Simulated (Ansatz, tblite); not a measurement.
**The cluster Te₃Pb₃+: rung by rung**

The task here is to estimate one member of a computed series from the others.

The runs use Ansatz 0.2.0, Gaussian basis; as each input shows.

Levels to be run: GFN1-xTB, GFN2-xTB, PBE-D4/def2-TZVP, r2SCAN-D4/def2-TZVP, HSE06-D4/def2-TZVP, PBE-D4/def2-SVP, PBE0-D4/def2-SVP, MP2/def2-TZVP, RPA/def2-TZVP.

4 further runs of the same task are left out: 2 that didn't finish, 2 set aside as unsound or not needed.

### The geometry

The geometry is that of the doublet, from an earlier relaxation (PBE-D4/def2-SVP). At that level it is the lowest of the isomers that a small search found.

6 atoms, charge 1, spin multiplicity 2.

Bond lengths: Pb1–Te4 3.127 Å, Pb1–Te5 3.117 Å, Pb1–Te6 2.995 Å, Pb2–Te4 2.992 Å, Pb2–Te5 2.931 Å, Pb3–Te4 3.130 Å, Pb3–Te5 3.123 Å, Pb3–Te6 2.991 Å. Angles: Te4–Pb1–Te5 85.0°, Te4–Pb1–Te6 73.1°, Te5–Pb1–Te6 97.9°, Te4–Pb2–Te5 90.8°, Te4–Pb3–Te5 84.9°, Te4–Pb3–Te6 73.1°, Te5–Pb3–Te6 97.9°, Pb1–Te4–Pb2 79.3°, Pb1–Te4–Pb3 73.9°, Pb2–Te4–Pb3 78.7°, Pb1–Te5–Pb2 80.4°, Pb1–Te5–Pb3 74.2°, Pb2–Te5–Pb3 79.7°, Pb1–Te6–Pb3 77.9°.

Pb, Te take a core potential in the def2 sets. No spin-orbit coupling is included. The ion is computed in the gas phase, without counter-ions or solvent.

PBE0-D4/def2-TZVP was run before; its log isn't repeated, and its numbers join the tables.

Set-up of the first run:

Tight binding, by tblite at 300 K electronic temperature and without a spin-polarisation term:

```python
tblite.interface.Calculator('GFN1-xTB', numbers, positions, charge=1, uhf=1).singlepoint()
```

Tight binding, by tblite at 300 K electronic temperature and without a spin-polarisation term:

```python
tblite.interface.Calculator('GFN2-xTB', numbers, positions, charge=1, uhf=1).singlepoint()
```

start.molden holds the orbitals of an earlier run on this state, given as this run's starting guess.

The input, in.yaml:

```yaml
crystal:
  periodic: [false, false, false]
  atoms:
    - {symbol: Pb, position_ang: [-0.031284, -0.358337, -1.969352]}
    - {symbol: Pb, position_ang: [-1.638639, -1.813450, 1.279063]}
    - {symbol: Pb, position_ang: [0.482586, 1.439034, 1.296095]}
    - {symbol: Te, position_ang: [1.267050, -1.516281, 0.628907]}
    - {symbol: Te, position_ang: [-2.240230, 0.725886, -0.056270]}
    - {symbol: Te, position_ang: [2.160507, 1.523147, -1.178443]}
basis:
  gaussian: {orbitals: def2-TZVP, initial_orbitals: start.molden}
total_charge: 1
magnetization: {spin_polarized: true, initial_magnetization: 1}
hamiltonian: {xc: pbe, dispersion: d4}
scf: {omitted_lower_state_checks: [starts]}
output: {orbitals: {seedname: orbitals}}
```

On the command line:

```bash
$ ansatz run in.yaml --threads 4 --pin off --events-out ev --progress --plain --max-ram 6963MiB
```

Steps of the session up to this table: PBE-D4/def2-TZVP; r2SCAN-D4/def2-TZVP; HSE06-D4/def2-TZVP; PBE-D4/def2-SVP; PBE0-D4/def2-SVP; MP2/def2-TZVP; RPA/def2-TZVP.

One of the session's tables, all rows but one given; the rest of the session is left out.

| level | HOMO (eV) | LUMO (eV) | gap (eV) |
| --- | --- | --- | --- |
| PBE-D4/def2-SVP | -8.91 | -8.24 | 0.67 |
| PBE-D4/def2-TZVP | -8.83 | -8.16 | 0.68 |
| r2SCAN-D4/def2-TZVP | -9.15 | -8.02 | 1.13 |
| PBE0-D4/def2-SVP | -9.85 | -7.57 | 2.27 |
| PBE0-D4/def2-TZVP | -9.74 | -7.46 | 2.28 |
| HSE06-D4/def2-TZVP | ? | ? | ? |

Q: Estimate the row for HSE06-D4/def2-TZVP from the others.

The run gave: HOMO (eV): -9.38; LUMO (eV): -7.81; gap (eV): 1.57. In the column «HOMO (eV)» it lies between PBE0-D4/def2-TZVP (-9.74) and r2SCAN-D4/def2-TZVP (-9.15).
